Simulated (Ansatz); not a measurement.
# ClH5OSiSn: shift of H7 from Si2 to O1

Wanted: the energy profile along the shift of H7 from Si2 to O1, from relaxed end points and a band of images. SMILES of the start: O[SiH2][SnH2][Cl].

Method: RKS B3LYP/def2-SVP, in Ansatz 0.2.0.

## 1. The system as given

Bond lengths: O1–Si2 1.712 Å, Si2–Sn3 2.491 Å, Sn3–Cl4 2.416 Å, O1–H5 0.935 Å, Si2–H6 1.472 Å, Si2–H7 1.487 Å, Sn3–H8 1.711 Å, Sn3–H9 1.744 Å. Angles: O1–Si2–Sn3 107.2°, O1–Si2–H6 111.5°, O1–Si2–H7 110.5°, Sn3–Si2–H6 109.3°, Sn3–Si2–H7 108.8°, H6–Si2–H7 109.3°, Si2–O1–H5 106.5°, Si2–Sn3–Cl4 110.1°, Si2–Sn3–H8 111.9°, Si2–Sn3–H9 109.9°, Cl4–Sn3–H8 109.2°, Cl4–Sn3–H9 105.4°, H8–Sn3–H9 110.1°.

Structure file:

```xyz
9

O    -1.8382    0.0608    1.0977
Si   -0.8661    0.8060   -0.0986
Sn    1.0471   -0.7232   -0.5538
Cl    2.3174   -1.0909    1.4687
H    -1.3000   -0.0324    1.8567
H    -1.6187    1.0290   -1.3434
H    -0.3353    2.1046    0.3951
H     0.5252   -2.2312   -1.1724
H     2.1571    0.0310   -1.6671
```

## 2. Relaxing end A

input.yaml

```yaml
crystal:
  periodic: [false, false, false]
  atoms:
    - { symbol: O, position_ang: [-1.8382, 0.0608, 1.0977] }
    - { symbol: Si, position_ang: [-0.8661, 0.806, -0.0986] }
    - { symbol: Sn, position_ang: [1.0471, -0.7232, -0.5538] }
    - { symbol: Cl, position_ang: [2.3174, -1.0909, 1.4687] }
    - { symbol: H, position_ang: [-1.3, -0.0324, 1.8567] }
    - { symbol: H, position_ang: [-1.6187, 1.029, -1.3434] }
    - { symbol: H, position_ang: [-0.3353, 2.1046, 0.3951] }
    - { symbol: H, position_ang: [0.5252, -2.2312, -1.1724] }
    - { symbol: H, position_ang: [2.1571, 0.031, -1.6671] }
basis:
  gaussian: { orbitals: def2-SVP }
hamiltonian:
  xc: b3lyp
relax:
  f_tol: 0.02
  max_steps: 50
output:
  orbitals: {}
```

Run with:

```console
ansatz run input.yaml --threads 2 --pin off --max-ram 3072MiB --backend cpu --events-out ev --progress --plain --runs-dir out
```

The log of the run, cut to the lines that bear on the results:

```text
Warning: RAYON_NUM_THREADS=2 ignored (pool sized by the plan → 2); use --threads N
[...]
Functional definition: B3LYP
[...]
1125 factors; integrals over basis functions are off by at most 3.6e-4 eV
[...]
mean field -28356.64325608 eV, -1042.0874188379 hartree, gradient 1.3e-5 eV, S^2 0.000000; 0 other end points of the search recorded, 0 dependent functions left out
[...]
reference -28356.64353876 eV, -1042.0874292260 hartree; 33, 33 occupied and 68, 68 virtual orbitals, 1125 factors
relax step   1: F+E_penalty+E_count = -28356.64325608 eV  Δ(F+E_penalty+E_count) = +0.000e0 eV  max|allowed force component| = 2.253e0 eV/Å  Δτ_max = 0.0000 Å  (24 SCF iters, accepted)
[...]
relax step   3: F+E_penalty+E_count = -28356.82479307 eV  Δ(F+E_penalty+E_count) = -3.926e-2 eV  max|allowed force component| = 6.275e-1 eV/Å  Δτ_max = 0.0777 Å  (26 SCF iters, accepted)
[...]
relax step   5: F+E_penalty+E_count = -28356.86325437 eV  Δ(F+E_penalty+E_count) = -1.682e-2 eV  max|allowed force component| = 2.890e-1 eV/Å  Δτ_max = 0.1664 Å  (26 SCF iters, accepted)
[...]
relax step   7: F+E_penalty+E_count = -28356.87929523 eV  Δ(F+E_penalty+E_count) = -9.612e-3 eV  max|allowed force component| = 1.081e-1 eV/Å  Δτ_max = 0.1684 Å  (25 SCF iters, accepted)
[...]
relax step   9: F+E_penalty+E_count = -28356.89423552 eV  Δ(F+E_penalty+E_count) = -9.538e-3 eV  max|allowed force component| = 1.849e-1 eV/Å  Δτ_max = 0.0426 Å  (25 SCF iters, accepted)
[...]
relax step  10: F+E_penalty+E_count = -28356.90173375 eV  Δ(F+E_penalty+E_count) = -7.498e-3 eV  max|allowed force component| = 3.083e-1 eV/Å  Δτ_max = 0.1869 Å  (26 SCF iters, accepted)
[...]
1126 factors; integrals over basis functions are off by at most 3.0e-4 eV
mean field -28356.90700470 eV, -1042.0971114207 hartree, gradient 8.8e-6 eV, S^2 0.000000; 0 other end points of the search recorded, 0 dependent functions left out
[...]
reference -28356.90728648 eV, -1042.0971217759 hartree; 33, 33 occupied and 68, 68 virtual orbitals, 1126 factors
```

## 3. The log goes on: end point A relaxed

The log, continued, cut to the lines that bear on the results:

```text
relax step  11: F+E_penalty+E_count = -28356.90700470 eV  Δ(F+E_penalty+E_count) = -5.271e-3 eV  max|allowed force component| = 1.960e-1 eV/Å  Δτ_max = 0.0957 Å  (26 SCF iters, accepted)
[...]
relax step  17: F+E_penalty+E_count = -28356.92032355 eV  Δ(F+E_penalty+E_count) = -2.581e-4 eV  max|allowed force component| = 6.637e-2 eV/Å  Δτ_max = 0.0116 Å  (27 SCF iters, accepted)
[...]
relax step  18: F+E_penalty+E_count = -28356.92045816 eV  Δ(F+E_penalty+E_count) = -1.346e-4 eV  max|allowed force component| = 1.868e-2 eV/Å  Δτ_max = 0.0126 Å  (27 SCF iters, accepted)
1125 factors; integrals over basis functions are off by at most 2.6e-4 eV
mean field -28356.92045816 eV, -1042.0976058262 hartree, gradient 8.2e-6 eV, S^2 0.000000; 1 other end points of the search recorded, 0 dependent functions left out
[...]
reference -28356.92073812 eV, -1042.0976161147 hartree; 33, 33 occupied and 68, 68 virtual orbitals, 1125 factors
Total energy: -28356.92073812 eV, -1042.0976161147 hartree
Atom 0 at    -1.394723     0.390236     1.403092 Å, force    -0.015606     0.000546     0.014666 eV/Å
Atom 1 at    -0.946928     0.893347    -0.115731 Å, force    -0.000739    -0.007336    -0.001491 eV/Å
Atom 2 at     1.036450    -0.686604    -0.722493 Å, force    -0.003358     0.011062     0.003814 eV/Å
Atom 3 at     1.408534    -1.412956     1.561752 Å, force     0.001357    -0.002922    -0.003523 eV/Å
Atom 4 at    -0.725250    -0.120277     1.889526 Å, force     0.007247     0.006637    -0.018682 eV/Å
Atom 5 at    -2.090294     0.743082    -1.055464 Å, force     0.004100     0.000526     0.005597 eV/Å
Atom 6 at    -0.472530     2.307513    -0.153747 Å, force     0.002061    -0.003424    -0.001747 eV/Å
Atom 7 at     0.730240    -2.137371    -1.597230 Å, force     0.004721     0.003213     0.001170 eV/Å
Atom 8 at     2.543000    -0.023271    -1.226803 Å, force     0.000216    -0.008302     0.000196 eV/Å
Dipole moment:     0.027081     0.167569    -0.523391 e Å
```

It took 20 s on 2 threads of AMD EPYC 9R45 (Zen 5), shared host; peak memory 0.26 GiB.

Relaxation path:

```csv
step,energy from step 1 (eV),largest force component (eV/Å)
1,0.0000,2.2529
2,-0.1423,0.8208
3,-0.1815,0.6275
4,-0.2032,0.3573
5,-0.2200,0.2890
6,-0.2264,0.2252
7,-0.2360,0.1081
8,-0.2414,0.3194
9,-0.2510,0.1849
10,-0.2585,0.3083
11,-0.2637,0.1960
12,-0.2687,0.1758
13,-0.2739,0.0829
14,-0.2754,0.0495
15,-0.2764,0.0657
16,-0.2768,0.0883
17,-0.2771,0.0664
18,-0.2772,0.0187
```

Step 1 is the start.

After: Bond lengths: O1–Si2 1.661 Å, Si2–Sn3 2.607 Å, Sn3–Cl4 2.426 Å, O1–H5 0.972 Å, Si2–H6 1.488 Å, Si2–H7 1.492 Å, Sn3–H8 1.722 Å, Sn3–H9 1.722 Å. Angles: O1–Si2–Sn3 103.5°, O1–Si2–H6 109.9°, O1–Si2–H7 113.3°, Sn3–Si2–H6 112.1°, Sn3–Si2–H7 109.1°, H6–Si2–H7 108.9°, Si2–O1–H5 115.5°, Si2–Sn3–Cl4 94.5°, Si2–Sn3–H8 119.6°, Si2–Sn3–H9 120.0°, Cl4–Sn3–H8 104.7°, Cl4–Sn3–H9 104.9°, H8–Sn3–H9 109.4°.

## 4. The band

crystal.atoms is end A as relaxed above, and neb.final_atoms is end B, relaxed in a run not shown. With 5 inner images the band has 7 in all. The start path is listed, through a guess of the saddle.

input.yaml

```yaml
crystal:
  periodic: [false, false, false]
  atoms:
    - { symbol: O, position_ang: [-1.394723, 0.390236, 1.403092] }
    - { symbol: Si, position_ang: [-0.946928, 0.893347, -0.115731] }
    - { symbol: Sn, position_ang: [1.03645, -0.686604, -0.722493] }
    - { symbol: Cl, position_ang: [1.408534, -1.412956, 1.561752] }
    - { symbol: H, position_ang: [-0.72525, -0.120277, 1.889526] }
    - { symbol: H, position_ang: [-2.090294, 0.743082, -1.055464] }
    - { symbol: H, position_ang: [-0.47253, 2.307513, -0.153747] }
    - { symbol: H, position_ang: [0.73024, -2.137371, -1.59723] }
    - { symbol: H, position_ang: [2.543, -0.023271, -1.226803] }
basis:
  gaussian: { orbitals: def2-SVP }
hamiltonian:
  xc: b3lyp
neb:
  order_check: false
  images: 5
  f_tol: 0.03
  max_iterations: 60
  final_atoms:
    - { symbol: O, position_ang: [-0.98126014, 1.07679486, 1.08405519] }
    - { symbol: Si, position_ang: [-1.11079456, 1.10114943, -0.90413992] }
    - { symbol: Sn, position_ang: [0.93003925, -0.67342896, -0.96068065] }
    - { symbol: Cl, position_ang: [0.91014265, -1.16832625, 1.49697993] }
    - { symbol: H, position_ang: [-0.47393035, 0.28694842, 1.455019] }
    - { symbol: H, position_ang: [-2.06348698, -0.08788653, -0.83369945] }
    - { symbol: H, position_ang: [-0.55723589, 1.87262126, 1.44150031] }
    - { symbol: H, position_ang: [0.84767236, -2.26417199, -1.64857762] }
    - { symbol: H, position_ang: [2.58735267, -0.19000124, -1.14755479] }
  initial_path:
    images:
      - { positions_ang: [[-1.394723, 0.390236, 1.403092], [-0.946928, 0.893347, -0.115731], [1.03645, -0.686604, -0.722493], [1.408534, -1.412956, 1.561752], [-0.72525, -0.120277, 1.889526], [-2.090294, 0.743082, -1.055464], [-0.47253, 2.307513, -0.153747], [0.73024, -2.137371, -1.59723], [2.543, -0.023271, -1.226803]] }
      - { positions_ang: [[-1.48465426, 0.39050361, 1.27934953], [-0.82380142, 0.92602854, -0.12612422], [1.06061141, -0.72170984, -0.67266701], [1.69939686, -1.38640846, 1.5310318], [-0.86931924, -0.00566279, 1.85951868], [-1.81703697, 0.93446009, -1.17151187], [-0.76647166, 2.06156234, 0.12241115], [0.61700778, -2.16222838, -1.46573577], [2.47276651, -0.0828461, -1.3733703]] }
      - { positions_ang: [[-1.57458553, 0.39077121, 1.15560706], [-0.70067485, 0.95871008, -0.13651743], [1.08477282, -0.75681569, -0.62284102], [1.99025971, -1.35986092, 1.5003116], [-1.01338848, 0.10895141, 1.82951136], [-1.54377994, 1.12583819, -1.28755973], [-1.06041331, 1.81561168, 0.39856929], [0.50377556, -2.18708576, -1.33424153], [2.40253302, -0.14242119, -1.51993759]] }
      - { positions_ang: [[-1.66451679, 0.39103882, 1.0318646], [-0.57754827, 0.99139161, -0.14691065], [1.10893423, -0.79192153, -0.57301502], [2.28112257, -1.33331338, 1.46959139], [-1.15745772, 0.22356562, 1.79950403], [-1.27052291, 1.31721628, -1.4036076], [-1.35435497, 1.56966102, 0.67472744], [0.39054334, -2.21194315, -1.2027473], [2.33229952, -0.20199629, -1.66650489]] }
      - { positions_ang: [[-1.43676458, 0.61962416, 1.04926146], [-0.75529703, 1.02797755, -0.39932041], [1.04930257, -0.75242401, -0.7022369], [1.82412926, -1.27831767, 1.4787209], [-0.92961526, 0.24469322, 1.68467569], [-1.53484427, 0.84884868, -1.21363822], [-1.08864861, 1.67064777, 0.9303184], [0.54291968, -2.22935276, -1.3513574], [2.41731724, -0.19799794, -1.49352152]] }
      - { positions_ang: [[-1.20901236, 0.84820951, 1.06665833], [-0.9330458, 1.06456349, -0.65173016], [0.98967091, -0.71292648, -0.83145878], [1.36713595, -1.22332196, 1.48785042], [-0.70177281, 0.26582082, 1.56984735], [-1.79916562, 0.38048108, -1.02366883], [-0.82294225, 1.77163452, 1.18590935], [0.69529602, -2.24676238, -1.49996751], [2.50233495, -0.19399959, -1.32053816]] }
      - { positions_ang: [[-0.98126014, 1.07679486, 1.08405519], [-1.11079456, 1.10114943, -0.90413992], [0.93003925, -0.67342896, -0.96068065], [0.91014265, -1.16832625, 1.49697993], [-0.47393035, 0.28694842, 1.455019], [-2.06348698, -0.08788653, -0.83369945], [-0.55723589, 1.87262126, 1.44150031], [0.84767236, -2.26417199, -1.64857762], [2.58735267, -0.19000124, -1.14755479]] }
```

Run with:

```console
ansatz run input.yaml --threads 2 --pin off --max-ram 3072MiB --backend cpu --events-out ev --progress --plain --runs-dir out
```

The log of the run, cut to the lines that bear on the results:

```text
Warning: RAYON_NUM_THREADS=2 ignored (pool sized by the plan → 2); use --threads N
[...]
Functional definition: B3LYP
[...]
1124 factors; integrals over basis functions are off by at most 3.2e-4 eV
[...]
mean field -28356.92044416 eV, -1042.0976053120 hartree, gradient 5.7e-5 eV, S^2 0.000000; 0 other end points of the search recorded, 0 dependent functions left out
[...]
reference -28356.92072685 eV, -1042.0976157006 hartree; 33, 33 occupied and 68, 68 virtual orbitals, 1124 factors
1126 factors; integrals over basis functions are off by at most 7.3e-4 eV
[...]
mean field -28355.37846539 eV, -1042.0409386374 hartree, gradient 6.2e-6 eV, S^2 0.000000; 0 other end points of the search recorded, 0 dependent functions left out
[...]
reference -28355.37873714 eV, -1042.0409486240 hartree; 33, 33 occupied and 68, 68 virtual orbitals, 1126 factors
[...]
Total energy: -28353.89860785 eV, -1041.9865548758 hartree
Atom 0 at    -1.323711     0.664220     1.268765 Å, force     0.001894     0.005038    -0.003093 eV/Å
Atom 1 at    -0.803946     1.112095    -0.477193 Å, force    -0.002476    -0.002763    -0.000530 eV/Å
Atom 2 at     1.055711    -0.709237    -0.824954 Å, force     0.000275     0.000223     0.000082 eV/Å
Atom 3 at     1.160413    -1.342826     1.527753 Å, force    -0.000567    -0.001055     0.001170 eV/Å
Atom 4 at    -0.648169     0.097074     1.709902 Å, force     0.001522    -0.002512     0.001427 eV/Å
Atom 5 at    -1.955238     0.680441    -1.341296 Å, force    -0.001473     0.001014     0.000144 eV/Å
Atom 6 at    -0.805521     1.852997     0.948757 Å, force    -0.000284    -0.000734     0.000780 eV/Å
Atom 7 at     0.748506    -2.200419    -1.638733 Å, force     0.000585     0.000314    -0.000539 eV/Å
Atom 8 at     2.660454    -0.200648    -1.190100 Å, force     0.000524     0.000475     0.000560 eV/Å
Dipole moment:     0.050619     0.140975    -0.410178 e Å
this run last wrote the band of iteration 23 to <dir>
```

Wall time 2 min (2 threads of AMD EPYC 9R45 (Zen 5), shared host); peak memory 0.27 GiB.

## 5. The band, image by image

The 5 inner images lie between the fixed ends 0 and 6. Energy is taken from image 0, and the path length is the program's own coordinate along the band.

| image | path (Å) | energy (eV) | H7–Si2 (Å) | H7–O1 (Å) | band force (eV/Å) |
| --- | --- | --- | --- | --- | --- |
| 0 | 0.000 | 0.0000 | 1.49 | 2.64 | - |
| 1 | 0.552 | 0.1694 | 1.49 | 2.46 | 0.008 |
| 2 | 1.104 | 1.4375 | 1.48 | 1.94 | 0.004 |
| 3* | 1.656 | 3.0221 | 1.61 | 1.34 | 0.004 |
| 4 | 2.215 | 1.9197 | 2.09 | 0.98 | 0.008 |
| 5 | 2.773 | 1.5621 | 2.49 | 0.97 | 0.001 |
| 6 | 3.332 | 1.5420 | 2.53 | 0.97 | - |

The star marks the climbing image.

image, energy (eV) and a bar:
```
        0      0.000 
        1      0.169 ##
        2      1.437 ##############
        3      3.022 ##############################
        4      1.920 ###################
        5      1.562 ################
        6      1.542 ###############
```

The top of the band by iteration:

| iteration | highest image above image 0 (eV) | largest band force (eV/Å) |
| --- | --- | --- |
| 1 | 6.1871 | 18.051 |
| 3 | 3.1784 | 2.606 |
| 5 | 2.2335 | 1.343 |
| 7 | 3.0762 | 0.883 |
| 9 | 2.9827 | 1.110 |
| 11 | 3.0997 | 0.541 |
| 13 | 3.0443 | 0.196 |
| 15 | 3.0312 | 0.118 |
| 17 | 3.0271 | 0.140 |
| 19 | 3.0231 | 0.069 |
| 21 | 3.0222 | 0.072 |
| 23 | 3.0221 | 0.008 |

Positions of all images (Å):

```xyz
9
image=0 dE=0.0000
O    -1.395    0.390    1.403
Si   -0.947    0.893   -0.116
Sn    1.036   -0.687   -0.722
Cl    1.409   -1.413    1.562
H    -0.725   -0.120    1.890
H    -2.090    0.743   -1.055
H    -0.473    2.308   -0.154
H     0.730   -2.137   -1.597
H     2.543   -0.023   -1.227
9
image=1 dE=0.1694
O    -1.433    0.270    1.306
Si   -0.938    0.917   -0.138
Sn    1.042   -0.686   -0.777
Cl    1.374   -1.275    1.555
H    -0.660    0.020    1.844
H    -2.000    0.781   -1.178
H    -0.562    2.304    0.237
H     0.672   -2.192   -1.542
H     2.596   -0.186   -1.324
9
image=2 dE=1.4375
O    -1.379    0.445    1.274
Si   -0.895    0.984   -0.261
Sn    1.046   -0.708   -0.819
Cl    1.254   -1.298    1.525
H    -0.607    0.111    1.760
H    -1.981    0.712   -1.271
H    -0.677    2.137    0.647
H     0.702   -2.219   -1.592
H     2.626   -0.210   -1.279
9
image=3 dE=3.0221
O    -1.324    0.664    1.269
Si   -0.804    1.112   -0.477
Sn    1.056   -0.709   -0.825
Cl    1.160   -1.343    1.528
H    -0.648    0.097    1.710
H    -1.955    0.680   -1.341
H    -0.806    1.853    0.949
H     0.749   -2.200   -1.639
H     2.660   -0.201   -1.190
9
image=4 dE=1.9197
O    -1.219    0.818    1.200
Si   -0.801    1.212   -0.727
Sn    1.014   -0.725   -0.863
Cl    1.134   -1.244    1.551
H    -0.598    0.173    1.646
H    -1.989    0.491   -1.317
H    -0.860    1.727    1.301
H     0.772   -2.272   -1.593
H     2.636   -0.226   -1.215
9
image=5 dE=1.5621
O    -1.075    0.949    1.116
Si   -0.942    1.226   -0.862
Sn    0.967   -0.685   -0.938
Cl    1.044   -1.110    1.525
H    -0.500    0.207    1.482
H    -2.013    0.171   -1.107
H    -0.794    1.759    1.567
H     0.779   -2.296   -1.555
H     2.622   -0.267   -1.245
9
image=6 dE=1.5420
O    -0.981    1.077    1.084
Si   -1.111    1.101   -0.904
Sn    0.930   -0.673   -0.961
Cl    0.910   -1.168    1.497
H    -0.474    0.287    1.455
H    -2.063   -0.088   -0.834
H    -0.557    1.873    1.442
H     0.848   -2.264   -1.649
H     2.587   -0.190   -1.148
```

## 6. Another band, settings changed

crystal.atoms is end A as relaxed above, and neb.final_atoms is end B, relaxed in a run not shown. With 5 inner images the band has 7 in all. The start path is listed, through a guess of the saddle.

Changes to input.yaml since step 4:

```diff
@@ -19,3 +19,3 @@
   images: 5
-  f_tol: 0.03
+  f_tol: 0.2
   max_iterations: 60
```

Run with:

```console
ansatz run input.yaml --threads 2 --pin off --max-ram 3072MiB --backend cpu --events-out ev --progress --plain --runs-dir out
```

The log of the run, cut to the lines that bear on the results:

```text
Warning: RAYON_NUM_THREADS=2 ignored (pool sized by the plan → 2); use --threads N
[...]
Functional definition: B3LYP
[...]
1124 factors; integrals over basis functions are off by at most 3.2e-4 eV
[...]
mean field -28356.92044416 eV, -1042.0976053120 hartree, gradient 5.7e-5 eV, S^2 0.000000; 0 other end points of the search recorded, 0 dependent functions left out
[...]
reference -28356.92072685 eV, -1042.0976157006 hartree; 33, 33 occupied and 68, 68 virtual orbitals, 1124 factors
1126 factors; integrals over basis functions are off by at most 7.3e-4 eV
[...]
mean field -28355.37846539 eV, -1042.0409386374 hartree, gradient 6.2e-6 eV, S^2 0.000000; 0 other end points of the search recorded, 0 dependent functions left out
[...]
reference -28355.37873714 eV, -1042.0409486240 hartree; 33, 33 occupied and 68, 68 virtual orbitals, 1126 factors
[...]
Total energy: -28353.88954842 eV, -1041.9862219479 hartree
Atom 0 at    -1.407737     0.540560     1.214721 Å, force     0.040083    -0.082302     0.034594 eV/Å
Atom 1 at    -0.755234     1.146808    -0.438517 Å, force    -0.014794     0.012687     0.130776 eV/Å
Atom 2 at     1.077794    -0.687038    -0.829926 Å, force    -0.004129    -0.019855     0.056351 eV/Å
Atom 3 at     1.303639    -1.168809     1.551707 Å, force    -0.007990    -0.020676    -0.013161 eV/Å
Atom 4 at    -0.714094     0.010762     1.673044 Å, force    -0.039428     0.022644    -0.003669 eV/Å
Atom 5 at    -1.863514     0.834048    -1.399180 Å, force    -0.024102     0.008759    -0.037077 eV/Å
Atom 6 at    -0.881007     1.774294     1.033201 Å, force     0.040915     0.053531    -0.134781 eV/Å
Atom 7 at     0.654941    -2.222487    -1.497926 Å, force     0.015424     0.004642    -0.021201 eV/Å
Atom 8 at     2.673711    -0.274441    -1.324223 Å, force    -0.005979     0.020569    -0.011831 eV/Å
Dipole moment:     0.042216     0.128749    -0.435739 e Å
this run last wrote the band of iteration 13 to <dir>
```

It took 73 s on 2 threads of AMD EPYC 9R45 (Zen 5), shared host; peak memory 0.28 GiB.

## 7. Images and barrier

Images 0 and 6 are the ends. Energies count from image 0; the path length is the program's own measure over all atoms.

| image | path (Å) | energy (eV) | H7–Si2 (Å) | H7–O1 (Å) | band force (eV/Å) |
| --- | --- | --- | --- | --- | --- |
| 0 | 0.000 | 0.0000 | 1.49 | 2.64 | - |
| 1 | 0.703 | 0.0198 | 1.49 | 2.62 | 0.038 |
| 2 | 1.407 | 0.8788 | 1.48 | 2.11 | 0.067 |
| 3* | 2.111 | 3.0312 | 1.60 | 1.35 | 0.107 |
| 4 | 2.781 | 1.8030 | 2.19 | 0.98 | 0.146 |
| 5 | 3.451 | 1.5645 | 2.52 | 0.97 | 0.031 |
| 6 | 4.121 | 1.5420 | 2.53 | 0.97 | - |

The star marks the climbing image.

image, energy (eV) and a bar:
```
        0      0.000 
        1      0.020 
        2      0.879 #########
        3      3.031 ##############################
        4      1.803 ##################
        5      1.564 ###############
        6      1.542 ###############
```

## 8. Summary of results

```
                                quantity                                                      value
                                   end A                                   17 moves, 0.277 eV lower
            first band: barrier forwards                                                   3.022 eV
           first band: barrier backwards                                                   1.480 eV
first band: second end relative to first                                                  +1.542 eV
               first band: highest image                                      3 of 0 to 6, climbing
             first band: band iterations                                                         23
                             second band  top 3.031 eV above image 0, 13 iterations, 5 inner images
             time, first and second band                                             2 min and 73 s
```

**Reading.** In the first band: the barrier from the first end is 3.02 eV, 117 times kT at 300 K; with a typical attempt rate of 10^13 per second that is roughly 10^-38 events a second. Going back costs 1.48 eV, since the second end is 1.54 eV above the first. The input switches the test of curvatures off, so the top was not shown to be a first-order saddle. By distance, end A alone has Si2–H7 and end B alone has O1–H7. The second band's top lies 9 meV above the first's, so the changed settings hardly move the height. Zero-point energy and entropy are left out. Tunnelling, which matters where hydrogen moves, is missing too.
